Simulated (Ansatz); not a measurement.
# Si₂Ge₂H₁₀: small, medium and large basis sets

An exercise on one series of results from a longer session: the logs are not shown, and one member is left open.

Computed with Ansatz 0.2.0, Gaussian basis. Level: one geometry, several basis sets.

Plan: PBE0-D4/def2-SVP; ωB97M-V/def2-SVP; PBE0-D4/def2-QZVPP; ωB97M-V/def2-QZVPP; the functionals' def2-TZVPP values are taken from earlier runs.

## The relaxed structure

The geometry comes from an earlier relaxation with PBE0-D4 in a triple-zeta def2 set; it is a stationary point, not always the lowest conformer.

SMILES `[SiH3][GeH2][SiH2][GeH3]`, 14 atoms, charge 0, spin multiplicity 1.

Atoms are counted from 1 here; the program's logs count them from 0.

Bond lengths: Si1–Ge2 2.379 Å, Si1–H5 1.487 Å, Si1–H6 1.487 Å, Si1–H7 1.487 Å, Ge2–Si3 2.380 Å, Ge2–H8 1.541 Å, Ge2–H9 1.541 Å, Si3–Ge4 2.379 Å, Si3–H10 1.489 Å, Si3–H11 1.489 Å, Ge4–H12 1.538 Å, Ge4–H13 1.538 Å, Ge4–H14 1.538 Å. Angles: Ge2–Si1–H5 109.8°, Ge2–Si1–H6 109.4°, Ge2–Si1–H7 111.1°, H5–Si1–H6 108.7°, H5–Si1–H7 108.9°, H6–Si1–H7 108.9°, Si1–Ge2–Si3 110.2°, Si1–Ge2–H8 110.1°, Si1–Ge2–H9 109.3°, Si3–Ge2–H8 110.4°, Si3–Ge2–H9 109.1°, H8–Ge2–H9 107.7°, Ge2–Si3–Ge4 109.8°, Ge2–Si3–H10 109.1°, Ge2–Si3–H11 110.6°, Ge4–Si3–H10 109.2°, Ge4–Si3–H11 109.8°, H10–Si3–H11 108.3° and more.

The first run:

Contents of in.yaml:

```yaml
crystal:
  periodic: [false, false, false]
  atoms:
    - {symbol: Si, position_ang: [-2.032752, 0.523151, 1.180302]}
    - {symbol: Ge, position_ang: [-0.363409, -1.170255, 1.098657]}
    - {symbol: Si, position_ang: [1.618433, -0.321373, 0.090280]}
    - {symbol: Ge, position_ang: [1.109155, 0.591200, -2.046756]}
    - {symbol: H, position_ang: [-1.514054, 1.705314, 1.918134]}
    - {symbol: H, position_ang: [-2.381370, 0.941335, -0.203423]}
    - {symbol: H, position_ang: [-3.261081, 0.032382, 1.859181]}
    - {symbol: H, position_ang: [-0.064047, -1.687968, 2.518595]}
    - {symbol: H, position_ang: [-0.882735, -2.358419, 0.266256]}
    - {symbol: H, position_ang: [2.186242, 0.748624, 0.956257]}
    - {symbol: H, position_ang: [2.637257, -1.398074, -0.050235]}
    - {symbol: H, position_ang: [0.131936, 1.769480, -1.893363]}
    - {symbol: H, position_ang: [2.374582, 1.097684, -2.759264]}
    - {symbol: H, position_ang: [0.441834, -0.473080, -2.934632]}
basis:
  gaussian: {orbitals: def2-SVP}
hamiltonian: {xc: pbe0, dispersion: d4}
output: {orbitals: {seedname: orbitals}}
```

Command:

```sh
$ ansatz run in.yaml --threads 4 --pin off --events-out ev --progress --plain --max-ram 11315MiB
```

Among the steps run: PBE0-D4 in def2-SVP; ωB97M-V in def2-SVP; PBE0-D4 in def2-QZVPP; ωB97M-V in def2-QZVPP.

One table of the session follows, with a row left open; its other results are not shown here.

It belongs to the step «Density functionals: the series». 

```
functional       basis  HOMO (eV)  LUMO (eV)
   PBE0-D4    def2-SVP          ?          ?
   PBE0-D4  def2-TZVPP      -7.81      -0.19
   PBE0-D4  def2-QZVPP      -7.81      -0.29
   ωB97M-V    def2-SVP      -9.76       1.82
   ωB97M-V  def2-TZVPP      -9.75       1.46
   ωB97M-V  def2-QZVPP      -9.75       1.12
```

Q: Estimate the row for PBE0-D4, def2-SVP from the others.

**Answer.** HOMO (eV): -7.85; LUMO (eV): 0.00. In the column «HOMO (eV)» it lies between ωB97M-V, def2-QZVPP (-9.75) and PBE0-D4, def2-TZVPP (-7.81).
